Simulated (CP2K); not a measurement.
HPbNO4:

```xyz
7
Lattice="4.2041 0.0000 0.0000 2.0217 3.8395 0.0000 2.0469 1.2790 6.2813" Properties=species:S:1:pos:R:3 pbc="T T T"
H     6.4119    3.4218    3.9444
Pb    4.2925    4.6959    5.5497
N     2.2802    1.4940    1.8951
O     6.4140    3.5006    4.9249
O     2.3104    1.0037    0.7095
O     2.3185    0.7238    2.8804
O     2.2113    2.7408    2.0273
```

The cell was built by a generator and needn't be a form met in nature.

Base run:

* Program: CP2K 2026.2
* Functional: LDA
* Potentials or basis: POTENTIAL_UZH H GTH-PBE-q1, Pb GTH-PBE-q4, N GTH-PBE-q5, O GTH-PBE-q6; TZVP-MOLOPT-PBE-GTH basis
* Density cutoff: 13606 eV
* k mesh: 7 × 7 × 5
* Occupations: fermi-dirac, width 0.05 eV
* Spin: no spin polarisation

Its results: band gap on the k mesh 2.64 eV, indirect (least direct gap 2.67 eV); pressure -1.2 GPa.

Q: After a change of settings the same cell gave: band gap on the k mesh 3.03 eV, indirect (least direct gap 3.06 eV); pressure -0.3 GPa. Which change was it?
A. functional from LDA to vdW-DF-cx
B. functional from LDA to RPBE
C. functional from LDA to SCAN
D. functional from LDA to PBEsol

A: C.

SCAN gives the wider gap, since meta-GGAs in the generalised Kohn-Sham scheme recover part of the derivative discontinuity.

Caveats: the potentials were made for another functional, which shifts forces and pressure; spin-orbit coupling is left out, which as a rule narrows the gap of such compounds by several tenths of an eV; the basis of atomic orbitals isn't converged, which shifts pressures, moduli and gaps.

Not every run made on this cell is shown here.
